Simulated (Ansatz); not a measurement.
# K2LiBr2: the cost of one run

Method: DFT PBE, scalar-relativistic, plane waves, PAW, in Ansatz 0.2.0.

### Step 1. Starting point

It takes space group P6_3/mmc (No. 194, hexagonal). Conventional cell: a = 3.937 Å, b = 3.937 Å, c = 17.891 Å, α = 90.00°, β = 90.00°, γ = 120.00°. K (site symmetry 3m) is surrounded by 3 Br at 3.00 Å and 1 Li at 3.05 Å. Li (site symmetry -6m2) is surrounded by 6 Br at 2.53 Å. Br (site symmetry 3m) has 1 Br at 2.20 Å and 3 Li at 2.53 Å and 3 K at 3.00 Å as nearest neighbours.

Coordinates:

```cif
data_structure
_symmetry_space_group_name_H-M 'P6_3/mmc'
_symmetry_Int_Tables_number 194
_cell_length_a 3.9367
_cell_length_b 3.9367
_cell_length_c 17.8913
_cell_angle_alpha 90.000
_cell_angle_beta 90.000
_cell_angle_gamma 120.000
_cell_volume 240.12
loop_
_atom_site_label
_atom_site_type_symbol
_atom_site_symmetry_multiplicity
_atom_site_Wyckoff_symbol
_atom_site_fract_x
_atom_site_fract_y
_atom_site_fract_z
_atom_site_occupancy
K1 K 4 f 0.66667 0.33333 0.92057 1
Li1 Li 2 c 0.33333 0.66667 0.25000 1
Br1 Br 4 e 0.00000 0.00000 0.81148 1
```

Recipe of the guess: Li between sheets of the TbBr type, stage 1 (P6_3/mmc, No. 194). Its size is a rough estimate.

### Step 2. Probe: one point on a coarse mesh

File input.yaml:

```yaml
crystal:
  lattice:
    - [3.9366849, 0.0, 0.0]
    - [-1.96834245, 3.40926913, 0.0]
    - [0.0, 0.0, 17.89125078]
  atoms:
    - { symbol: K, position: [0.66666667, 0.33333333, 0.92056989] }
    - { symbol: K, position: [0.33333333, 0.66666667, 0.07943011] }
    - { symbol: K, position: [0.33333333, 0.66666667, 0.42056989] }
    - { symbol: K, position: [0.66666667, 0.33333333, 0.57943011] }
    - { symbol: Li, position: [0.33333333, 0.66666667, 0.25] }
    - { symbol: Li, position: [0.66666667, 0.33333333, 0.75] }
    - { symbol: Br, position: [0.0, 0.0, 0.81148257] }
    - { symbol: Br, position: [0.0, 0.0, 0.18851743] }
    - { symbol: Br, position: [0.0, 0.0, 0.31148257] }
    - { symbol: Br, position: [0.0, 0.0, 0.68851743] }
basis:
  ecutwfc: 420
kpoints:
  mp_grid: { grid: [6, 6, 1] }
hamiltonian:
  xc: pbe
scf:
  occupations: { method: gaussian, width: 0.1 }
  lower_state_search: "off"
output:
  forces: true
  stress: true
  eigenvalues: true
```

Launch:

```bash
$ ansatz run input.yaml --threads 1 --pin off --max-ram 2560MiB --backend cpu --events-out ev --progress --plain --runs-dir out
```

**Question.** How long does this run take on 1 thread of Arm Neoverse V2, shared host, and how much memory does it need?

About 4 s, with a peak of 0.43 GiB.
